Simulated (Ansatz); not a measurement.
**ScF: ionisation energy by level of theory**

The task here is to estimate one member of a computed series from the others.

Computed with Ansatz 0.2.0, Gaussian basis. Level: unrestricted cation, the program's frozen cores in correlated methods.

Levels to be run: UKS PBE-D4/def2-TZVPP; UKS r2SCAN-D4/def2-TZVPP; UKS PBE0-D4/def2-TZVPP; UKS B3LYP-D4/def2-TZVPP; UKS wB97X-V/def2-TZVPP; UKS wB97M-V/def2-TZVPP; UKS B2PLYP/def2-TZVPP; UHF-CCSD(T)/def2-TZVPP; UHF-CCSD(T)/def2-QZVPP; extrapolation to the limit; then −ε(HOMO) from the neutral's earlier runs with LDA (SPW92), PBE-D4, revPBE-D4, BLYP-D4, r2SCAN-D4, B97M-V, PBE0-D4, B3LYP-D4, r2SCANh-D4, r2SCAN0-D4, HSE06-D4, BHLYP-D4, CAM-B3LYP-D4, LC-ωPBE, ωB97X-V, ωB97M-V.

1 further run of the same task is left out (it didn't finish).

## The geometry

An earlier PBE0-D4 in a triple-zeta def2 set relaxation fixed the geometry.

SMILES `[F][Sc]`, 2 atoms, charge 0, spin multiplicity 1.

Atoms are counted from 1 here; the program's logs count them from 0.

Bond lengths: F1–Sc2 1.780 Å.

Geometry (Å):

```xyz
2

F    -0.7566    0.2701   -0.3834
Sc    0.7566   -0.2701    0.3834
```

Set-up of the first run:

in.yaml reads:

```yaml
crystal:
  periodic: [false, false, false]
  atoms:
    - {symbol: F, position_ang: [-0.756564, 0.270055, -0.383415]}
    - {symbol: Sc, position_ang: [0.756564, -0.270055, 0.383415]}
basis:
  gaussian: {orbitals: def2-TZVPP}
total_charge: 1
magnetization: {spin_polarized: true, initial_magnetization: 1}
hamiltonian: {xc: pbe, dispersion: d4}
```

Run with:

```bash
$ ansatz run in.yaml --threads 2 --pin off --events-out ev --progress --plain --max-ram 20480MiB --backend cpu
```

Steps of the session up to this table: Cation, UKS PBE-D4/def2-TZVPP; Cation, UKS r2SCAN-D4/def2-TZVPP; Cation, UKS PBE0-D4/def2-TZVPP; Cation, UKS B3LYP-D4/def2-TZVPP; Cation, UKS wB97X-V/def2-TZVPP; Cation, UKS wB97M-V/def2-TZVPP; Cation, UKS B2PLYP (frozen core)/def2-TZVPP; Cation, UHF-CCSD(T)/def2-TZVPP; Cation, UHF-CCSD(T)/def2-QZVPP.

One of the session's tables, all rows but one given; the rest of the session is left out.

It belongs to the step «Ionisation energies side by side». For comparison, −ε(HOMO) of the neutral from earlier runs:

```
  functional  −ε(HOMO) (eV)
 LDA (SPW92)           4.35
      PBE-D4           4.23
   revPBE-D4           4.18
     BLYP-D4           4.11
   r2SCAN-D4              ?
      B97M-V           4.22
     PBE0-D4           5.02
    B3LYP-D4           4.88
  r2SCANh-D4           4.64
  r2SCAN0-D4           5.09
    HSE06-D4           4.64
    BHLYP-D4           5.68
CAM-B3LYP-D4           6.05
     LC-ωPBE           6.99
     ωB97X-V           6.83
     ωB97M-V           6.81
```

**Question.** Estimate the row for r2SCAN-D4.

Worked estimate for «−ε(HOMO) (eV)». Against the share of exact exchange, r2SCANh-D4 (0.1, 4.64), r2SCAN0-D4 (0.25, 5.09) give a slope of 3.00 per unit share; at 0 the line stands at 4.34.

The run gave: −ε(HOMO) (eV): 4.34. In «−ε(HOMO) (eV)» the line misses by 0.00.
